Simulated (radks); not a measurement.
**Valence configurations of F⁺**

NIST gives [He] 2s2 2p4 as the ground configuration of F⁺. Does this level of theory agree? Several fillings of the valence shells are run.

Method: non-relativistic Kohn-Sham, LDA (Slater exchange, Perdew-Wang correlation), spin-polarised, spherical densities, point nucleus; open shells are filled with parallel spins first. Code: radks (a radial shooting solver on a logarithmic mesh, Libxc functionals) version 1.

**1. Starting point**

* element: fluorine (Z = 9)
* charge: +1
* electrons: 8
* configuration: [He] 2s2 2p4
* others tried: 2s1 2p5; 2p6; 2s1.5 2p4.5; 2s0.5 2p5.5

The outer shells:

F⁺
```
[He] core
2s [↑↓]
2p [↑↓][↑ ][↑ ]
```

**2. [He] 2s2 2p4**

The run's settings:

```text
Z 9
configuration [He] 2s2 2p4
relativity non-relativistic
functional lda,pw
spin polarised
nucleus point
```

**3. [He] 2s1 2p5**

The run's settings:

```text
Z 9
configuration [He] 2s1 2p5
relativity non-relativistic
functional lda,pw
spin polarised
nucleus point
```

**4. [He] 2p6**

The run's settings:

```text
Z 9
configuration [He] 2p6
relativity non-relativistic
functional lda,pw
spin polarised
nucleus point
```

**5. [He] 2s1.5 2p4.5**

The run's settings:

```text
Z 9
configuration [He] 2s1.5 2p4.5
relativity non-relativistic
functional lda,pw
spin polarised
nucleus point
```

**6. [He] 2s0.5 2p5.5**

The run's settings:

```text
Z 9
configuration [He] 2s0.5 2p5.5
relativity non-relativistic
functional lda,pw
spin polarised
nucleus point
```

What does the calculation give? Wanted: for each run, valence; E − E(NIST configuration); moment; highest level; its energy; 1s shift.

**Answer**, as computed:

| valence | E − E(NIST configuration) (eV) | moment (μB) | highest level | its energy (eV) | 1s shift (eV) |
| --- | --- | --- | --- | --- | --- |
| 2s2 2p4 | 0.000 | 2 | 2p down | -26.191 | +0.00 |
| 2s1.5 2p4.5 | 9.273 | 2 | 2p down | -26.287 | -0.11 |
| 2s1 2p5 | 18.530 | 2 | 2p down | -26.373 | -0.23 |
| 2s0.5 2p5.5 | 29.293 | 1 | 2p down | -27.599 | +0.12 |
| 2p6 | 39.105 | 0 | 2p | -28.671 | +0.58 |

Theory agrees with NIST among these: the next, 2s1.5 2p4.5, lies 9.273 eV higher. The energies are those of spherical high-spin densities, not of single terms. The 1s eigenvalue shifts by up to 0.58 eV as the valence charge is rearranged.
